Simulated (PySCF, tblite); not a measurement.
# C6H16AlNO: geometry, infrared bands and NMR shifts

Aim: predict the infrared bands and NMR shifts of C6H16AlNO (`CN(C)[C@H]1CC[O+]([AlH3-])C1`).

Computed with tblite 0.8.0 and PySCF 2.14.0, with density-fitted response routines of our own, on a single molecule in the gas phase. Atoms count from 0, in the outputs and in this text.

## 1. The starting structure

25 atoms, charge 0, multiplicity 1; geometry from: force field or distance geometry start.

Bonds of the start (Å): C0–N1 1.40, N1–C2 1.48, N1–C3 1.42, C3–C4 1.45, C4–C5 1.50, C5–O6 1.36, O6–Al7 1.81, O6–C8 1.37, C8–C3 1.51, C0–H9 1.13, C0–H10 1.07, C0–H11 1.14, C2–H12 1.10, C2–H13 1.11, C2–H14 1.11, C3–H15 1.14, C4–H16 1.10, C4–H17 1.10, C5–H18 1.13, C5–H19 1.09, Al7–H20 1.61, Al7–H21 1.60, Al7–H22 1.58, C8–H23 1.11, C8–H24 1.13.

## 2. Relaxing the molecule with GFN2-xTB

Job settings and geometry (Å):

```
{"job": {"kind": "relax", "xc": "GFN2-xTB", "basis": "xTB"}, "charge": 0, "multiplicity": 1}
C     -1.918800     0.885600    -0.847500
N     -1.799000    -0.344500    -0.190300
C     -2.312500    -0.224800     1.189800
C     -0.501900    -0.907200    -0.056100
C      0.286200    -1.243600    -1.229200
C      1.696000    -0.938200    -0.808700
O      1.691700    -0.210100     0.342600
Al     2.580900     1.370500     0.333700
C      0.427900    -0.150900     0.865300
H     -2.214300     1.685500    -0.099400
H     -1.101000     1.269400    -1.424100
H     -2.824400     0.821200    -1.533000
H     -1.746100    -0.904000     1.848000
H     -2.147400     0.804400     1.576500
H     -3.396700    -0.442800     1.256000
H     -0.673400    -1.885500     0.508600
H      0.237800    -2.325800    -1.446100
H      0.111900    -0.694700    -2.167300
H      2.170800    -1.930000    -0.549600
H      2.288600    -0.524200    -1.628500
H      3.599300     1.399200     1.576700
H      1.617400     2.630000     0.533300
H      3.423900     1.657200    -0.973700
H      0.040500     0.871800     1.054400
H      0.451500    -0.644400     1.877700
```

On the command line:

```console
$ OMP_NUM_THREADS=1 python probes_run.py task.json out
```

This one command runs all jobs of the session in turn.

**Question.** This job is followed by: GFN2-xTB harmonic vibrations, gas phase; GIAO PBE0/pcSseg-1 NMR shielding, non-relativistic, gas phase. What will the session give for the following? strongest single infrared mode (GFN2-xTB); zero-point energy (GFN2-xTB); ¹³C shifts against TMS (PBE0/pcSseg-1, means over atoms taken as alike); ¹H shifts against TMS (PBE0/pcSseg-1, means over atoms taken as alike); ¹⁵N shifts against NH3 (PBE0/pcSseg-1); ¹⁷O shifts against H2O (PBE0/pcSseg-1); ²⁷Al shifts against AlH4- (PBE0/pcSseg-1).

The runs gave:

| quantity | value |
| --- | --- |
| strongest single infrared mode (GFN2-xTB) | 790 cm⁻¹, 680 km/mol |
| zero-point energy (GFN2-xTB) | 129.2 kcal/mol |
| ¹³C shifts against TMS (PBE0/pcSseg-1, means over atoms taken as alike) | 73.3, 69.0, 68.4, 43.7, 36.0 ppm |
| ¹H shifts against TMS (PBE0/pcSseg-1, means over atoms taken as alike) | 4.67, 4.52, 4.22, 3.62, 3.53, 3.36, 2.31, 2.29, 2.10 ppm |
| ¹⁵N shifts against NH3 (PBE0/pcSseg-1) | 42.2 ppm |
| ¹⁷O shifts against H2O (PBE0/pcSseg-1) | 46.7 ppm |
| ²⁷Al shifts against AlH4- (PBE0/pcSseg-1) | 75.9 ppm |

Relaxing lowered the energy by 1.931 eV in 154 steps; the close pair that moved most is C3–C4, from 1.453 to 1.547 Å. All 69 modes are real, so the xTB geometry is a minimum. The strongest single mode, at 790 cm⁻¹, is spread over several atoms, H20, H21, H22 among them. GFN2-xTB is a fitted tight-binding method: band positions and strengths are rough. Its intensities can rank the bands wrongly. At PBE0/pcSseg-1: The widest tensor belongs to O6: span 141 ppm, with a paramagnetic part of -115 ppm.
